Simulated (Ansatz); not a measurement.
# C₃H₈BNO: a ladder of functionals and wavefunction methods

How much do the methods differ for C₃H₈BNO? The plan is to run it at one geometry with functionals of several rungs and with coupled cluster. The yardstick is the atomisation energy at the CCSD(T) limit.

Program: Ansatz 0.2.0, Gaussian basis. Level of theory: functionals in def2-TZVPP, the program's frozen cores in correlated methods. These are calculated values, not measurements.

Levels to be run: PBE-D4, r2SCAN-D4, PBE0-D4, B3LYP-D4, ωB97X-V, ωB97M-V, B2PLYP; CCSD(T)/def2-TZVPP; MP2/def2-QZVPP; extrapolation to the limit.

### Step 1. The geometry

An earlier PBE0-D4 in a triple-zeta def2 set relaxation fixed the geometry.

SMILES `C=C(O)B(C)N`, 14 atoms, charge 0, spin multiplicity 1.

Atoms are counted from 1 here; the program's logs count them from 0.

Bond lengths: C1–C2 1.333 Å, C1–H7 1.084 Å, C1–H8 1.081 Å, C2–O3 1.376 Å, C2–B4 1.572 Å, O3–H9 0.960 Å, B4–C5 1.571 Å, B4–N6 1.401 Å, C5–H10 1.095 Å, C5–H11 1.094 Å, C5–H12 1.093 Å, N6–H13 1.007 Å, N6–H14 1.006 Å. Angles: C2–C1–H7 121.8°, C2–C1–H8 120.0°, H7–C1–H8 118.3°, C1–C2–O3 118.1°, C1–C2–B4 123.2°, O3–C2–B4 118.5°, C2–O3–H9 108.4°, C2–B4–C5 122.3°, C2–B4–N6 117.0°, C5–B4–N6 120.7°, B4–C5–H10 110.7°, B4–C5–H11 111.0°, B4–C5–H12 113.4°, H10–C5–H11 105.9°, H10–C5–H12 107.4°, H11–C5–H12 108.1°, B4–N6–H13 123.6°, B4–N6–H14 122.5° and more.

### Step 2. PBE-D4 (GGA)

in.yaml

```yaml
crystal:
  periodic: [false, false, false]
  atoms:
    - {symbol: C, position_ang: [-1.838225, 0.905936, -0.101111]}
    - {symbol: C, position_ang: [-0.550821, 0.944656, 0.243546]}
    - {symbol: O, position_ang: [-0.080095, 2.077177, 0.867602]}
    - {symbol: B, position_ang: [0.422697, -0.277370, 0.071791]}
    - {symbol: C, position_ang: [0.179025, -1.400687, -0.999493]}
    - {symbol: N, position_ang: [1.544731, -0.318860, 0.909601]}
    - {symbol: H, position_ang: [-2.504549, 1.740779, 0.086210]}
    - {symbol: H, position_ang: [-2.247207, 0.017466, -0.561747]}
    - {symbol: H, position_ang: [0.875972, 2.098125, 0.778142]}
    - {symbol: H, position_ang: [-0.791502, -1.881628, -0.840855]}
    - {symbol: H, position_ang: [0.144266, -0.980005, -2.008735]}
    - {symbol: H, position_ang: [0.939153, -2.185978, -0.985890]}
    - {symbol: H, position_ang: [1.675875, 0.296485, 1.695282]}
    - {symbol: H, position_ang: [2.217680, -1.065395, 0.874555]}
basis:
  gaussian: {orbitals: def2-TZVPP}
hamiltonian: {xc: pbe, dispersion: d4}
output: {forces: true, orbitals: {seedname: orbitals}}
```

Launch:

```bash
$ ansatz run in.yaml --threads 4 --pin off --events-out ev --progress --plain --max-ram 10444MiB
```

The runs that follow: r2SCAN-D4 (meta-GGA); PBE0-D4 (hybrid); B3LYP-D4 (hybrid); ωB97X-V (range-separated); ωB97M-V (range-separated); B2PLYP (double hybrid); CCSD(T) in def2-TZVPP; MP2 in def2-QZVPP.

**Question.** What will the summary of the whole plan be? Wanted: atomisation energy, CCSD(T)/CBS; farthest; mean size of error, hybrid; mean size of error, range-separated; gap, smallest and largest; T1 diagnostic; triples share of the correlation energy.

As calculated:

| quantity | value |
| --- | --- |
| atomisation energy, CCSD(T)/CBS | 5693.6 kJ/mol |
| functionals within 28.5 kJ/mol (0.5 %) | ωB97X-V |
| farthest | PBE-D4 (+170.2 kJ/mol) |
| mean size of error, hybrid | 43.3 kJ/mol |
| mean size of error, range-separated | 28.0 kJ/mol |
| gap, smallest and largest | 4.10 eV (PBE-D4), 10.73 eV (ωB97X-V) |
| T1 diagnostic | 0.0123 |
| triples share of the correlation energy | 4.0 % |

What this shows: PBE-D4 is off by +170.2 kJ/mol. Double hybrids carry the basis error of their MP2 part in triple zeta, and no dispersion term here, so their miss is partly the set-up's. Misses under about 28.5 kJ/mol are within the doubt on the reference itself, which lacks core-valence correlation, relativity and higher excitations. Hartree-Fock recovers 73 % of the binding; the rest is correlation. Orbital gaps span 4.1 to 10.7 eV; exact exchange widens them.
